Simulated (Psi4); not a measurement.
# CCSD/def2-TZVP (core potential, sweep point 3) run of InF (SMILES [F][In])

What is the vertical ionisation energy of InF at CCSD/def2-TZVP (core potential, sweep point 3)? The job is set up through a Python script.

The results are computed with Psi4 1.11.

### 1 The structure to begin with

The species is InF (2 atoms), meant as a singlet with charge 0. SMILES: `[F][In]`. The shape comes from GFN2-xTB, which is rough for such elements, and wasn't checked as a minimum.

Bond lengths: F1–In2 2.025 Å.

### 2 The energy at CCSD/def2-TZVP (core potential, sweep point 3)

Input file fin.py:

```python
import psi4

psi4.set_memory(1600000000)
psi4.set_num_threads(1)
psi4.core.set_output_file('run.log', False)

m = psi4.geometry("""
0 1
F      0.00000000     0.00000000     0.00000000
In     0.00000000     0.00000000     3.82762137
units bohr
symmetry c1
""")

psi4.set_options({
    'basis': 'def2-TZVP',
    'puream': True,
    'scf_type': 'pk',
    'num_frozen_docc': 5,
})

E = psi4.energy("ccsd")
print(f'total energy {E:.8f} hartree = {E * 27.211386:.5f} eV')
```

On the command line:

```
python fin.py
```

run.log, shortened:

```text
[...]
    !!!  WARNING: ECP capability is in beta. Please check occupations closely.  !!!
[...]
  Running in c1 symmetry.
[...]
  Nuclear repulsion =   49.377924755394496
[...]
  Multiplicity = 1
[...]
  Nalpha       = 15
  Nbeta        = 15
[...]
    Number of basis functions: 81
[...]
   @RHF iter   1:  -288.63724636594145   -1.43123e+00   7.00258e-03 DIIS/ADIIS
[...]
   @RHF iter  11:  -288.75528696536338   -1.18234e-11   4.66510e-09 DIIS
[...]
    Orbital Energies [Eh]
    ---------------------
    Doubly Occupied:
       1A    -26.173410     2A     -5.385957     3A     -3.642257
       4A     -3.642257     5A     -3.634360     6A     -1.442668
       7A     -1.029757     8A     -1.029757     9A     -1.022344
      10A     -1.022344    11A     -1.020012    12A     -0.570626
      13A     -0.531583    14A     -0.531583    15A     -0.353891
[...]
  @RHF Final Energy:  -288.75528696536338
   => Energetics <=
    Nuclear Repulsion Energy =             49.3779247553944955
    One-Electron Energy =                -574.2008173515584986
    Two-Electron Energy =                 236.0676056308006707
    Total Energy =                       -288.7552869653633252
[...]
 Multipole Moments:
 ------------------------------------------------------------------------------------
     Multipole            Electronic (a.u.)      Nuclear  (a.u.)        Total (a.u.)
 ------------------------------------------------------------------------------------
 L = 1.  Multiply by 2.5417464519 to convert [e a0] to [Debye]
 Dipole X            :          0.0000001            0.0000000            0.0000001
 Dipole Y            :         -0.0000000            0.0000000           -0.0000000
 Dipole Z            :         19.5412592          -18.1564068            1.3848524
 Magnitude           :                                                    1.3848524
[...]
      * MP2 total energy                      = -289.278511260041512
[...]
      * CCSD total energy                     = -289.270377053406435
```

On the terminal:

```text
total energy -289.27037705 hartree = -7871.44789 eV
```

Wall time 13 s (1 thread of Intel Xeon 6975P-C (Granite Rapids), shared host); peak memory 0.49 GiB.

### 3 The doublet cation at the same level

Input file fin.py:

```python
import psi4

psi4.set_memory(1600000000)
psi4.set_num_threads(1)
psi4.core.set_output_file('run.log', False)

geom = psi4.geometry("""
1 2
F      0.00000000     0.00000000     0.00000000
In     0.00000000     0.00000000     3.82762137
units au
symmetry c1
""")

options = {'basis': 'def2-TZVP', 'reference': 'uhf', 'puream': True, 'scf_type': 'pk', 'num_frozen_docc': 5, 'maxiter': 150}
psi4.set_options(options)

e_tot = psi4.energy("ccsd")
print('E =', round(e_tot, 9))
for k, v in sorted(psi4.core.scalar_variables().items()):
    print(f'{k:45s} {v:18.10f}')
```

On the command line:

```
python fin.py
```

run.log, shortened:

```text
[...]
    !!!  WARNING: ECP capability is in beta. Please check occupations closely.  !!!
[...]
  Running in c1 symmetry.
[...]
  Nuclear repulsion =   49.377924755394496
[...]
  Multiplicity = 2
[...]
  Nalpha       = 15
  Nbeta        = 14
[...]
    Number of basis functions: 81
[...]
   @UHF iter   1:  -288.31109878757974   -1.10509e+00   6.36275e-03 ADIIS/DIIS
[...]
   @UHF iter  16:  -288.42375703300087   -3.06954e-12   3.51633e-09 DIIS
[...]
   @S^2 Observed:                7.922404699E-01
[...]
    Orbital Energies [Eh]
    ---------------------
    Alpha Occupied:
       1A    -26.483427     2A     -5.703973     3A     -3.959683
       4A     -3.959683     5A     -3.951908     6A     -1.749610
       7A     -1.346547     8A     -1.346547     9A     -1.339491
      10A     -1.339491    11A     -1.337727    12A     -0.888137
      13A     -0.821765    14A     -0.821765    15A     -0.672743
    Alpha Virtual:
      16A     -0.211185    17A     -0.211185    18A     -0.133727
      19A     -0.029161    20A     -0.029161    21A     -0.015921
      22A      0.039087    23A      0.039087    24A      0.048682
      25A      0.074723    26A      0.074723    27A      0.120061
[...]
  @UHF Final Energy:  -288.42375703300087
   => Energetics <=
    Nuclear Repulsion Energy =             49.3779247553944955
    One-Electron Energy =                -565.1558087741811960
    Two-Electron Energy =                 227.3541269857858538
    Total Energy =                       -288.4237570330008680
  UHF NO Occupations:
  HONO-2 :   13  A 1.9997714
  HONO-1 :   14  A 1.9797495
[...]
 Multipole Moments:
 ------------------------------------------------------------------------------------
     Multipole            Electronic (a.u.)      Nuclear  (a.u.)        Total (a.u.)
 ------------------------------------------------------------------------------------
 L = 1.  Multiply by 2.5417464519 to convert [e a0] to [Debye]
 Dipole X            :          0.0000000            0.0000000            0.0000000
 Dipole Y            :          0.0000000            0.0000000            0.0000000
 Dipole Z            :         19.9910173          -18.1564068            1.8346104
 Magnitude           :                                                    1.8346104
[...]
      * MP2 total energy                      = -288.904519358971243
[...]
      * CCSD total energy                     = -288.901217910461185
```

On the terminal:

```text
E = -288.90121791
CC D1 DIAGNOSTIC                                    0.0000000000
CC D2 DIAGNOSTIC                                    0.0000000000
CC NEW D1 DIAGNOSTIC                                0.0000000000
CC T1 DIAGNOSTIC                                    0.0320347032
CCSD CORRELATION ENERGY                            -0.4774608775
CCSD DOUBLES ENERGY                                -0.4774608775
CCSD ITERATIONS                                    18.0000000000
CCSD OPPOSITE-SPIN CORRELATION ENERGY              -0.3407605204
CCSD SAME-SPIN CORRELATION ENERGY                  -0.1367003571
CCSD SINGLES ENERGY                                -0.0000000000
CCSD TOTAL ENERGY                                -288.9012179105
CURRENT CORRELATION ENERGY                         -0.4774608775
CURRENT ENERGY                                   -288.9012179105
CURRENT REFERENCE ENERGY                         -288.4237570330
DD SOLVATION ENERGY                                 0.0000000000
HF KINETIC ENERGY                                 172.7640250617
HF POTENTIAL ENERGY                              -461.1877820947
HF TOTAL ENERGY                                  -288.4237570330
HF VIRIAL RATIO                                     2.6694665277
MP2 CORRELATION ENERGY                             -0.4807623260
MP2 DOUBLES ENERGY                                 -0.4807623260
MP2 OPPOSITE-SPIN CORRELATION ENERGY               -0.3303638754
MP2 SAME-SPIN CORRELATION ENERGY                   -0.1503984505
MP2 SINGLES ENERGY                                 -0.0000000000
MP2 TOTAL ENERGY                                 -288.9045193590
NUCLEAR REPULSION ENERGY                           49.3779247554
ONE-ELECTRON ENERGY                              -565.1558087742
PCM POLARIZATION ENERGY                             0.0000000000
PE ENERGY                                           0.0000000000
SCF ITERATION ENERGY                             -288.4237570330
SCF ITERATIONS                                     16.0000000000
SCF TOTAL ENERGY                                 -288.4237570330
TWO-ELECTRON ENERGY                               227.3541269858
```

Wall time 30 s (1 thread of Intel Xeon 6975P-C (Granite Rapids), shared host); peak memory 0.5 GiB.

### 4 Summary of results

Level: CCSD/def2-TZVP (core potential, sweep point 3), 5 core orbitals frozen.

```
                                                                  quantity          value
                                                 singlet InF: total energy  -289.27038 Eh
                          singlet InF: HOMO energy (Hartree–Fock orbitals)       -9.63 eV
                          singlet InF: LUMO energy (Hartree–Fock orbitals)        0.51 eV
                        singlet InF: HOMO–LUMO gap (Hartree–Fock orbitals)       10.14 eV
                  singlet InF: correlation energy (5 core orbitals frozen)     -515.1 mEh
                                                singlet InF: T1 diagnostic          0.018
                                              doublet cation: total energy  -288.90122 Eh
doublet cation: HOMO energy (Hartree–Fock orbitals) (highest over α and β)      -18.31 eV
 doublet cation: LUMO energy (Hartree–Fock orbitals) (lowest over α and β)       -8.33 eV
               doublet cation: correlation energy (5 core orbitals frozen)     -477.5 mEh
                         doublet cation: ⟨S²⟩ of the reference determinant          0.792
                                             doublet cation: T1 diagnostic          0.032
                        vertical ionisation energy (to the doublet cation)      10.045 eV
```

Removing an electron at fixed nuclei costs 10.05 eV (232 kcal/mol).
